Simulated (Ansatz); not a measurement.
This script makes cell relaxations under several functionals of TaN, space group P6/mmm with Ansatz 0.2.0, Python API.

Script `lattice_tan.py`:
```python
"""Relaxed cell of TaN under several functionals."""

import ansatz as az
import numpy as np

def edges_and_angles(cell):
    cell = np.asarray(cell)
    a, b, c = np.linalg.norm(cell, axis=1)
    cosines = cell[1] @ cell[2] / (b * c), cell[0] @ cell[2] / (a * c), cell[0] @ cell[1] / (a * b)
    return (a, b, c, *np.degrees(np.arccos(cosines)))


def main() -> None:
    xtal = (
        az.Lattice.from_parameters(5.191, 5.191, 2.908, alpha=90.0, beta=90.0, gamma=120.0)
        .atom("Ta", [0.0, 0.0, 0.0])
        .atom("Ta", [1 / 3, 2 / 3, 0.5])
        .atom("Ta", [2 / 3, 1 / 3, 0.5])
        .atom("N", [0.5, 0.0, 0.0])
        .atom("N", [0.5, 0.5, 0.0])
        .atom("N", [0.0, 0.5, 0.0])
    )

    setup = (
        xtal.calculation()
        .basis(550)
        .kpoints(mesh=(6, 6, 9))
        .occupations("methfessel_paxton", width=0.15)
        .scf(tolerance=1e-09)
        .relax(cell=True, force_tolerance=0.03, max_steps=40)
    )

    levels = [("lda", "none"), ("pbesol", "none"), ("blyp", "d3bj")]
    print("level            a       b       c    alpha   beta  gamma  V/atom  steps")
    for name, dispersion in levels:
        seen = []
        run = setup.functional(name, dispersion=dispersion).session().plan()
        result = run.execute(on_event=lambda e: seen.append(e) if e["event"] == "relax_step" else None)
        cell = result.lattice.cell_ang
        label = name if dispersion == "none" else f"{name}+{dispersion}"
        print("{:13s} {:7.4f} {:7.4f} {:7.4f} {:6.2f} {:6.2f} {:6.2f}".format(label, *edges_and_angles(cell)), f"{abs(np.linalg.det(cell)) / len(result.lattice.sites):7.3f} {len(seen):5d}")


if __name__ == "__main__":
    main()
```

Rank the levels of theory by the volume of the relaxed cell.

From smallest to largest: LDA (11.12 Å³ an atom, -1.7 % against the start), PBEsol (11.34 Å³ an atom, +0.2 % against the start) and BLYP+D3BJ (11.48 Å³ an atom, +1.5 % against the start). The spread is 3.2 % in volume.

The output:

```console
$ python lattice_tan.py
level            a       b       c    alpha   beta  gamma  V/atom  steps
DeckWarning: relax.cell: scf.convergence.dr2_threshold = 1e-9 eV is looser than the 6e-10 eV advised for a relaxation that steers and ends on the stress (1e-10 eV for each atom of the cell: 6). What [...]
lda            5.1563  5.1563  2.8971  90.00  90.00 120.00  11.118     5
pbesol         5.1919  5.1919  2.9137  90.00  90.00 120.00  11.336     4
blyp+d3bj      5.2195  5.2195  2.9191  90.00  90.00 120.00  11.478     6
```
(Warnings from the package without file and line, shortened.)

Notes:
- No spin polarisation was allowed.
- Forces vanish by symmetry, so the ions can't move, and the end may be a saddle.
- BLYP and dispersion corrections can be off by several per cent in the lattices of metals, and by several GPa in the pressure at a fixed cell.
- The mesh is modest for a metal, so energies can be off by several to tens of meV an atom and pressures by half a GPa or more; differences at equal mesh fare better.
- Spin-orbit coupling, which matters for elements this heavy, is left out.
- The structure is a deposited one; some such entries were measured under pressure or heat, so a shift against it needn't be the functional's error alone.
- Timing: 71 s on 1 thread of Intel(R) Xeon(R) Processor @ 2.30GHz (shared host), peak memory 0.62 GiB.
